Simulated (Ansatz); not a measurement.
# CaV3P: the cost of one run

Computed with Ansatz 0.2.0 (DFT PBE, scalar-relativistic, plane waves, PAW, unless a step's input says otherwise).

1 further run of the same task is left out (it didn't finish).

## Step 1: The system as given

Symmetry: Pm-3m, No. 221, cubic system. Conventional cell: a = 4.305 Å, b = 4.305 Å, c = 4.305 Å, α = 90.00°, β = 90.00°, γ = 90.00°. Ca (site symmetry m-3m) is surrounded by 12 V at 3.04 Å. Around V (site symmetry 4/mmm) lie 2 P at 2.15 Å. P (site symmetry m-3m) is surrounded by 6 V at 2.15 Å.

As a file:

```cif
data_structure
_symmetry_space_group_name_H-M 'Pm-3m'
_symmetry_Int_Tables_number 221
_cell_length_a 4.3046
_cell_length_b 4.3046
_cell_length_c 4.3046
_cell_angle_alpha 90.000
_cell_angle_beta 90.000
_cell_angle_gamma 90.000
_cell_volume 79.76
loop_
_atom_site_label
_atom_site_type_symbol
_atom_site_symmetry_multiplicity
_atom_site_Wyckoff_symbol
_atom_site_fract_x
_atom_site_fract_y
_atom_site_fract_z
_atom_site_occupancy
Ca1 Ca 1 a 0.00000 0.00000 0.00000 1
V1 V 3 c 0.00000 0.50000 0.50000 1
P1 P 1 b 0.50000 0.50000 0.50000 1
```

(A quick probe on a coarse mesh, which set the mesh and smearing, is not shown.)

## Step 3: Coarse relaxation

input.yaml reads:

```yaml
crystal:
  lattice:
    - [4.3046081582, 0.0, 0.0]
    - [0.0, 4.3046081582, 0.0]
    - [0.0, 0.0, 4.3046081582]
  atoms:
    - { symbol: Ca, position: [0.0, 0.0, 0.0] }
    - { symbol: V, position: [0.0, 0.5, 0.5], spin: 0.54 }
    - { symbol: V, position: [0.5, 0.0, 0.5], spin: 0.54 }
    - { symbol: V, position: [0.5, 0.5, 0.0], spin: 0.54 }
    - { symbol: P, position: [0.5, 0.5, 0.5] }
basis:
  ecutwfc: 420
kpoints:
  mp_grid: { grid: [4, 4, 4] }
hamiltonian:
  xc: pbe
scf:
  occupations: { method: gaussian, width: 0.1 }
  lower_state_search: "off"
output:
  forces: true
  stress: true
  eigenvalues: true
  populations: true
magnetization:
  spin_polarized: true
relax:
  adjacent_minimum: "off"
  f_tol: 0.04
  max_steps: 70
  cell: { stress_tol: 0.4 }
```

The run is started by

```console
ansatz run input.yaml --threads 1 --pin off --max-ram 2560MiB --backend cpu --events-out ev --progress --plain --runs-dir out
```

**Question.** How long does this run take on 1 thread of AMD EPYC 9R45 (Zen 5), shared host, and how much memory does it need?

About 7.2 s, with a peak of 0.43 GiB.
